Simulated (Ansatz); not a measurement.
# B₂H₃OF: how energies converge with the basis set

Aim: see how fast density functionals converge with the basis set for B₂H₃OF.

Program: Ansatz 0.2.0, Gaussian basis. Level of theory: one geometry, several basis sets. These are calculated values, not measurements.

Levels to be run: PBE0-D4/def2-SVP; ωB97M-V/def2-SVP; PBE0-D4/def2-QZVPP; ωB97M-V/def2-QZVPP; the functionals' def2-TZVPP values are taken from earlier runs.

### Step 1. Structure used throughout

An earlier PBE0-D4 in a triple-zeta def2 set relaxation fixed the geometry.

SMILES `BOBF`, 7 atoms, charge 0, spin multiplicity 1.

Atoms are counted from 1 here; the program's logs count them from 0.

Bond lengths: B1–O2 1.363 Å, B1–H5 1.199 Å, B1–H6 1.195 Å, O2–B3 1.363 Å, B3–F4 1.316 Å, B3–H7 1.195 Å. Angles: O2–B1–H5 119.9°, O2–B1–H6 117.3°, H5–B1–H6 122.8°, B1–O2–B3 124.8°, O2–B3–F4 117.3°, O2–B3–H7 122.9°, F4–B3–H7 119.8°.

### Step 2. PBE0-D4 in def2-SVP

Input file in.yaml:

```yaml
crystal:
  periodic: [false, false, false]
  atoms:
    - {symbol: B, position_ang: [-0.716507, 0.982876, -0.080850]}
    - {symbol: O, position_ang: [-0.401962, -0.213351, 0.491441]}
    - {symbol: B, position_ang: [0.654924, -0.993556, 0.129913]}
    - {symbol: F, position_ang: [0.821536, -2.125022, 0.781983]}
    - {symbol: H, position_ang: [-0.039314, 1.415332, -0.970872]}
    - {symbol: H, position_ang: [-1.674933, 1.557712, 0.341275]}
    - {symbol: H, position_ang: [1.417556, -0.691992, -0.738688]}
basis:
  gaussian: {orbitals: def2-SVP}
hamiltonian: {xc: pbe0, dispersion: d4}
output: {orbitals: {seedname: orbitals}}
```

Started as:

```
> ansatz run in.yaml --threads 2 --pin off --events-out ev --progress --plain --max-ram 4352MiB
```

After this run come: ωB97M-V in def2-SVP; PBE0-D4 in def2-QZVPP; ωB97M-V in def2-QZVPP.

Before running them: what should the planned runs give, taken together? Wanted: PBE0-D4: double and triple zeta above quadruple; ωB97M-V: double and triple zeta above quadruple.

**Answer**, as computed:

| quantity | value |
| --- | --- |
| PBE0-D4: double and triple zeta above quadruple | 7.60, 0.36 eV |
| ωB97M-V: double and triple zeta above quadruple | 7.79, 0.33 eV |

**Reading.** For PBE0-D4 the step from double to triple zeta gains 7.25 eV and the next only 0.36 eV. Total energies overstate the basis error of differences, where much of it tends to cancel.
